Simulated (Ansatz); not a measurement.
# BiBr: the cost of one run

Program: Ansatz 0.2.0. Level of theory: DFT PBEsol, scalar-relativistic, plane waves, PAW. These are calculated values, not measurements.

**1. The system as given**

The structure is monoclinic, space group C2/m (No. 12). Conventional cell: a = 13.642 Å, b = 4.214 Å, c = 20.203 Å, α = 90.00°, β = 107.79°, γ = 90.00°. Around Bi (site symmetry m) lie 4 Br at 2.90 to 2.91 Å and 1 Bi at 3.04 Å. Around Bi (site symmetry m) lie 3 Bi at 3.00 to 3.04 Å. Bi (site symmetry m) is surrounded by 4 Br at 2.91 to 2.92 Å and 1 Bi at 3.04 Å. Around Br (site symmetry m) lie 2 Bi at 2.91 Å. Around Br (site symmetry m) lie 2 Bi at 2.90 Å. Around Br (site symmetry m) lie 2 Bi at 2.92 Å.

Coordinates:

```cif
data_structure
_symmetry_space_group_name_H-M 'C2/m'
_symmetry_Int_Tables_number 12
_cell_length_a 13.6420
_cell_length_b 4.2144
_cell_length_c 20.2028
_cell_angle_alpha 90.000
_cell_angle_beta 107.790
_cell_angle_gamma 90.000
_cell_volume 1105.98
loop_
_atom_site_label
_atom_site_type_symbol
_atom_site_symmetry_multiplicity
_atom_site_Wyckoff_symbol
_atom_site_fract_x
_atom_site_fract_y
_atom_site_fract_z
_atom_site_occupancy
Bi1 Bi 4 i 0.06812 0.00000 0.35065 1
Bi2 Bi 4 i 0.16959 0.00000 0.99384 1
Bi3 Bi 4 i 0.17544 0.00000 0.50676 1
Bi4 Bi 4 i 0.70169 0.50000 0.14948 1
Br1 Br 4 i 0.95279 0.50000 0.88801 1
Br2 Br 4 i 0.31170 0.00000 0.68746 1
Br3 Br 4 i 0.94189 0.50000 0.38122 1
Br4 Br 4 i 0.14340 0.00000 0.81327 1
```

It is the result of an earlier relaxation at this level (volume 34.56 Å³/atom; gap on the mesh: 0.49 eV).

**2. Dielectric function, independent particles**

input.yaml reads:

```yaml
crystal:
  lattice:
    - [6.8209535891, -2.1072107319, 0.0172044413]
    - [6.8209535891, 2.1072107319, 0.0172044413]
    - [-6.220998027, 0.0, 19.2211724945]
  atoms:
    - { symbol: Bi, position: [0.0681214851, 0.0681214851, 0.3506475464] }
    - { symbol: Bi, position: [0.9318785149, 0.9318785149, 0.6493524536] }
    - { symbol: Bi, position: [0.1695916125, 0.1695916125, 0.9938407291] }
    - { symbol: Bi, position: [0.8304083875, 0.8304083875, 0.0061592709] }
    - { symbol: Bi, position: [0.1754429939, 0.1754429939, 0.5067589726] }
    - { symbol: Bi, position: [0.8245570061, 0.8245570061, 0.4932410274] }
    - { symbol: Bi, position: [0.2016877088, 0.2016877088, 0.1494815667] }
    - { symbol: Bi, position: [0.7983122912, 0.7983122912, 0.8505184333] }
    - { symbol: Br, position: [0.452787215, 0.452787215, 0.8880063983] }
    - { symbol: Br, position: [0.547212785, 0.547212785, 0.1119936017] }
    - { symbol: Br, position: [0.3117023992, 0.3117023992, 0.6874640236] }
    - { symbol: Br, position: [0.6882976008, 0.6882976008, 0.3125359764] }
    - { symbol: Br, position: [0.4418931288, 0.4418931288, 0.3812151438] }
    - { symbol: Br, position: [0.5581068712, 0.5581068712, 0.6187848562] }
    - { symbol: Br, position: [0.1433992087, 0.1433992087, 0.8132743945] }
    - { symbol: Br, position: [0.8566007913, 0.8566007913, 0.1867256055] }
basis:
  ecutwfc: 420
kpoints:
  mp_grid: { grid: [10, 10, 2] }
hamiltonian:
  xc: pbesol
scf:
  occupations: { method: gaussian, width: 0.01 }
  n_extra_bands: 64
output:
  forces: false
  stress: false
  eigenvalues: true
  optics: { e_range: [0, 14], sigma: 0.1, nscf_kmesh: { grid: [15, 15, 3] } }
checkpoint:
  read: start.run
  write: ck
  compress: false
  write_wavefunctions: false
  write_every: 100000
```

Command:

```
$ ansatz run input.yaml --threads 8 --pin off --max-ram 22528MiB --backend cpu --events-out ev --progress --plain --runs-dir out
```

What time and memory should one allow on 8 threads of Arm Neoverse V2, shared host?

About 23 min, with a peak of 10 GiB.
